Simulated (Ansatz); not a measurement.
# Pt (fcc type): the cost of one run

Computed with Ansatz 0.2.0 (DFT LDA, with the methods named in each step, unless a step's input says otherwise).

**1. Starting point**

It takes space group Fm-3m (No. 225, cubic). The conventional cell has a = 3.894 Å, b = 3.894 Å, c = 3.894 Å, α = 90.00°, β = 90.00°, γ = 90.00°. Around Pt (site symmetry m-3m) lie 12 Pt at 2.75 Å.

As a file:

```
CELL_PARAMETERS angstrom
0.00000 1.94692 1.94692
1.94692 0.00000 1.94692
1.94692 1.94692 0.00000
ATOMIC_POSITIONS crystal
Pt 0.00000 0.00000 0.00000
```

Whether this phase is the stable one at these pressures isn't tested.

**2. The reference volume, LAPW**

File input.yaml:

```yaml
crystal:
  lattice:
    - [0.0, 1.9469213646, 1.9469213646]
    - [1.9469213646, 0.0, 1.9469213646]
    - [1.9469213646, 1.9469213646, 0.0]
  atoms:
    - { symbol: Pt, position: [0.0, 0.0, 0.0] }
kpoints:
  mp_grid: { grid: [17, 17, 17] }
  band_path:
    path:
      - [0.0, 0.0, 0.0]
      - [0.5, 0.0, 0.5]
      - [0.625, 0.25, 0.625]
      - [0.375, 0.375, 0.75]
      - [0.0, 0.0, 0.0]
      - [0.5, 0.5, 0.5]
      - [0.5, 0.25, 0.75]
      - [0.5, 0.0, 0.5]
    npoints: 14
scf:
  occupations: { method: fermi_dirac, width: 0.05 }
hamiltonian:
  xc: lda
  pseudopotentials: { kind: all_electron, lapw: { basis_error: 0.001 } }
output:
  forces: true
  stress: true
  eigenvalues: true
  populations: true
  dos: { projected: true, de: 0.2, e_range: [-14, 8] }
```

On the command line:

```sh
$ ansatz run input.yaml --threads 1 --pin off --max-ram 2048MiB --backend cpu --events-out ev --progress --plain --runs-dir out
```

**Question.** How long does this run take on 1 thread of Intel Xeon Platinum 8488C (Sapphire Rapids), shared host, and how much memory does it need?

About 18 s, with a peak of 0.42 GiB.
